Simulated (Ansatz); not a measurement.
# Be4H7: the cost of one run

Method: DFT PBE, scalar-relativistic, plane waves, PAW, in Ansatz 0.2.0.

## (1) The structure to begin with

The structure is orthorhombic, space group Cmmm (No. 65). The conventional cell has a = 3.873 Å, b = 12.697 Å, c = 4.029 Å, α = 90.00°, β = 90.00°, γ = 90.00°. Be (site symmetry m2m) is surrounded by 3 H at 1.19 Å. Be (site symmetry m2m) is surrounded by 4 H at 1.19 Å. Around H (site symmetry mmm) lie 2 Be at 1.19 Å. Around H (site symmetry m) lie 2 Be at 1.19 Å. H (site symmetry 2/m) has 2 Be at 1.19 Å as nearest neighbours.

As a file:

```cif
data_structure
_symmetry_space_group_name_H-M 'Cmmm'
_symmetry_Int_Tables_number 65
_cell_length_a 3.8731
_cell_length_b 12.6967
_cell_length_c 4.0286
_cell_angle_alpha 90.000
_cell_angle_beta 90.000
_cell_angle_gamma 90.000
_cell_volume 198.11
loop_
_atom_site_label
_atom_site_type_symbol
_atom_site_symmetry_multiplicity
_atom_site_Wyckoff_symbol
_atom_site_fract_x
_atom_site_fract_y
_atom_site_fract_z
_atom_site_occupancy
Be1 Be 4 j 0.00000 0.90597 0.50000 1
Be2 Be 4 i 0.00000 0.80500 0.00000 1
H1 H 2 d 0.00000 0.00000 0.50000 1
H2 H 8 n 0.00000 0.85549 0.75000 1
H3 H 4 e 0.75000 0.75000 0.00000 1
```

Recipe of the guess: 3-, 4-connected net, bridging atoms on its edges (Cmmm, No. 65). Lengths come from tabulated atomic sizes and are only a guess.

## (2) Probe: one point on a coarse mesh

File input.yaml:

```yaml
crystal:
  lattice:
    - [1.936547, -6.34836038, 0.0]
    - [1.936547, 6.34836038, 0.0]
    - [0.0, 0.0, 4.02856326]
  atoms:
    - { symbol: Be, position: [0.09402612, 0.90597388, 0.5] }
    - { symbol: Be, position: [0.90597388, 0.09402612, 0.5] }
    - { symbol: Be, position: [0.1949989, 0.8050011, 0.0] }
    - { symbol: Be, position: [0.8050011, 0.1949989, 0.0] }
    - { symbol: H, position: [0.0, 0.0, 0.5] }
    - { symbol: H, position: [0.14451251, 0.85548749, 0.75] }
    - { symbol: H, position: [0.14451251, 0.85548749, 0.25] }
    - { symbol: H, position: [0.85548749, 0.14451251, 0.75] }
    - { symbol: H, position: [0.85548749, 0.14451251, 0.25] }
    - { symbol: H, position: [0.0, 0.5, 0.0] }
    - { symbol: H, position: [0.5, 0.0, 0.0] }
basis:
  ecutwfc: 420
kpoints:
  mp_grid: { grid: [6, 6, 4] }
hamiltonian:
  xc: pbe
scf:
  occupations: { method: gaussian, width: 0.1 }
  lower_state_search: "off"
output:
  forces: true
  stress: true
  eigenvalues: true
```

Started as:

```console
$ ansatz run input.yaml --threads 1 --pin off --max-ram 2560MiB --backend cpu --events-out ev --progress --plain --runs-dir out
```

What time and memory should one allow on 1 thread of Arm Neoverse V1, shared host?

About 4.8 s, with a peak of 0.35 GiB.
